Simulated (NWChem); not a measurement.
**CH4Se (SMILES C[SeH]) at 4 levels**

Wanted: a comparison of 4 runs (HF/STO-3G, HF/3-21G, B3LYP/6-31G*) of CH4Se. 

The calculation is run with NWChem 7.3.0.

1 further run of the same task is left out (set aside as unsound or not needed).

### 1 The molecule

CH4Se has 6 atoms, charge 0, and is taken as a singlet. As SMILES, `C[SeH]`. The coordinates come from a PBE0-D4/def2-TZVP relaxation.

Bond lengths: C1–Se2 1.949 Å, C1–H3 1.087 Å, C1–H4 1.089 Å, C1–H5 1.088 Å, Se2–H6 1.468 Å. Angles: C1–Se2–H6 95.4°, Se2–C1–H3 110.6°, Se2–C1–H4 106.0°, Se2–C1–H5 110.6°, H3–C1–H4 109.3°, H3–C1–H5 110.9°, H4–C1–H5 109.3°.

### 2 Energy and gradient at HF/STO-3G (run 1)

nw.nw

```
start nw
title "CH4Se"
memory stack 880 mb heap 220 mb global 1100 mb

geometry units angstroms noautosym nocenter noautoz
C     -0.134400    -0.353500    -0.393800
Se     0.854300     0.256800     1.170700
H     -1.197900    -0.413200    -0.174800
H      0.243900    -1.350000    -0.617200
H      0.051300     0.300400    -1.242700
H      0.182800     1.559600     1.257800
end

basis spherical bse
* library STO-3G
end

scf
singlet
rhf
thresh 1e-08
maxiter 80
end

task scf gradient
```

Command:

```sh
$ nwchem nw.nw > nw.out
```

The program printed:

```text
[...]
  functions       =    27
[...]
  wavefunction    = RHF
[...]
         Total SCF energy =  -2413.276502381568
      One-electron energy =  -3578.461209151738
      Two-electron energy =   1064.711954891312
 Nuclear repulsion energy =    100.472751878858
        Time for solution =      0.8s
[...]
                         RHF ENERGY GRADIENTS
    atom               coordinates                        gradient
                 x          y          z           x          y          z
   1 C      -0.253979  -0.668018  -0.744174   -0.010588   0.000703  -0.011829
   2 Se      1.614393   0.485282   2.212302    0.011053  -0.012781   0.004364
   3 H      -2.263703  -0.780835  -0.330324   -0.001836  -0.000550   0.003983
   4 H       0.460904  -2.551130  -1.166339    0.004675  -0.003990   0.002797
   5 H       0.096943   0.567674  -2.348362    0.003578   0.002565  -0.000683
   6 H       0.345442   2.947217   2.376897   -0.006881   0.014054   0.001368
[...]
```

It took 1.9 s on 1 thread of Intel Xeon Platinum 8488C (Sapphire Rapids), shared host; peak memory 0.094 GiB.

### 3 Energy and gradient at HF/3-21G (run 2)

ch4se.nw

```
start ch4se
title "CH4Se"
memory stack 880 mb heap 220 mb global 1100 mb
geometry units angstrom noautosym nocenter noautoz
   C       -0.134400      -0.353500      -0.393800
   Se       0.854300       0.256800       1.170700
   H       -1.197900      -0.413200      -0.174800
   H        0.243900      -1.350000      -0.617200
   H        0.051300       0.300400      -1.242700
   H        0.182800       1.559600       1.257800
end
basis spherical bse
   * library 3-21G
end
scf
   thresh 1e-08
   maxiter 80
   print medium
end
task scf gradient
```

Command:

```sh
$ nwchem ch4se.nw > ch4se.out
```

The program printed:

```text
[...]
  functions       =    39
[...]
  wavefunction    = RHF
[...]
         Total SCF energy =  -2428.442089217691
      One-electron energy =  -3584.721977540228
      Two-electron energy =   1055.807136443678
 Nuclear repulsion energy =    100.472751878858
        Time for solution =      1.2s
[...]
                         RHF ENERGY GRADIENTS
    atom               coordinates                        gradient
                 x          y          z           x          y          z
   1 C      -0.253979  -0.668018  -0.744174    0.006774   0.007217   0.012818
   2 Se      1.614393   0.485282   2.212302   -0.006629  -0.003673  -0.010211
   3 H      -2.263703  -0.780835  -0.330324   -0.006357  -0.000325   0.002750
   4 H       0.460904  -2.551130  -1.166339    0.003639  -0.005772   0.000395
   5 H       0.096943   0.567674  -2.348362    0.002301   0.004635  -0.004681
   6 H       0.345442   2.947217   2.376897    0.000272  -0.002082  -0.001071
[...]
```

It took 2.2 s on 1 thread of Intel Xeon Platinum 8488C (Sapphire Rapids), shared host; peak memory 0.099 GiB.

Run 3 isn't shown in full; the table further down has it.

### 4 Energy and gradient at B3LYP/6-31G(d) (Cartesian functions) (run 4)

ch4se.nw

```
start ch4se
memory 2200 mb
charge 0
geometry units atomic noautosym nocenter noautoz
 C     -0.25397919    -0.66801819    -0.74417415
 Se     1.61439303     0.48528167     2.21230237
 H     -2.26370292    -0.78083483    -0.33032413
 H      0.46090420    -2.55113027    -1.16633896
 H      0.09694295     0.56767373    -2.34836266
 H      0.34544194     2.94721686     2.37689752
end
basis cartesian
 * library 6-31G*
end
dft
 xc b3lyp
 grid xfine
 convergence energy 1e-08
 maxiter 100
 mulliken
 print medium
end
task dft gradient
```

Command:

```sh
$ nwchem ch4se.nw > ch4se.out
```

The program printed:

```text
[...]
          Wavefunction type:  closed shell.
          No. of atoms     :     6
          No. of electrons :    44
[...]
          Charge           :     0
          Spin multiplicity:     1
[...]
          AO basis - number of functions:    58
[...]
              XC Information
              --------------
                         B3LYP Method XC Potential
                     Hartree-Fock (Exact) Exchange  0.200
                        Slater Exchange Functional  0.800 local
                    Becke 1988 Exchange Functional  0.720 non-local
              Lee-Yang-Parr Correlation Functional  0.810
                  VWN I RPA Correlation Functional  0.190 local
[...]
 d= 0,ls=0.0,diis     1  -2441.7738147645 -2.54D+03  9.97D-03  1.30D+00     2.0
[...]
 d= 0,ls=0.0,diis     8  -2441.8026419915 -2.08D-09  3.29D-06  7.65D-08    12.2
         Total DFT energy =    -2441.802641991540
      One electron energy =    -3596.540904627218
           Coulomb energy =     1148.308585645229
    Exchange-Corr. energy =      -94.043067682368
 Nuclear repulsion energy =      100.472744672815
[...]
  wavefunction    = closed shell
                         DFT ENERGY GRADIENTS
    atom               coordinates                        gradient
                 x          y          z           x          y          z
   1 C      -0.253979  -0.668018  -0.744174    0.003355   0.001728   0.005147
   2 Se      1.614393   0.485282   2.212302   -0.008259   0.002284  -0.008132
   3 H      -2.263703  -0.780835  -0.330324    0.002213   0.000368   0.000380
   4 H       0.460904  -2.551130  -1.166339   -0.000325   0.001790   0.000812
   5 H       0.096943   0.567674  -2.348363    0.000184  -0.000777   0.002088
   6 H       0.345442   2.947217   2.376898    0.002832  -0.005393  -0.000295
[...]
```

Run time: 17 s. Hardware: 1 thread of Intel Xeon Platinum 8488C (Sapphire Rapids), shared host; peak memory 0.13 GiB.

### 5 All runs side by side

```
run                               level  iteration cap  module   energy (Eh)  dipole moment (D)  HOMO energy (eV)  LUMO energy (eV)  wall time
  1                           HF/STO-3G             80     scf  -2413.276502               1.55             -7.03             10.13      1.9 s
  2                            HF/3-21G             80     scf  -2428.442089               1.47             -9.02              4.52      2.2 s
  3  B3LYP/6-31G* (spherical functions)            100     dft  -2441.794529               1.59             -6.10              0.30       17 s
  4  B3LYP/6-31G* (Cartesian functions)            100     dft  -2441.802642               1.59             -6.10              0.29       17 s
```

### 6 Outcome

```
                       quantity           value
            run 4: total energy  -2441.80264 Eh
           run 4: dipole moment          1.59 D
             run 4: HOMO energy        -6.10 eV
             run 4: LUMO energy         0.29 eV
           run 4: HOMO–LUMO gap         6.39 eV
run 4: largest force on an atom      0.607 eV/Å
```

The dipole moment (its size) runs from 1.47 D (HF/3-21G) to 1.59 D (B3LYP/6-31G*). The two ends differ in method and basis. The HOMO–LUMO gap runs from 6.39 eV (B3LYP/6-31G*) to 17.16 eV (HF/STO-3G). In run 1 the basis is minimal, so the values are rough. All runs together took 37 s, the longest 17 s.
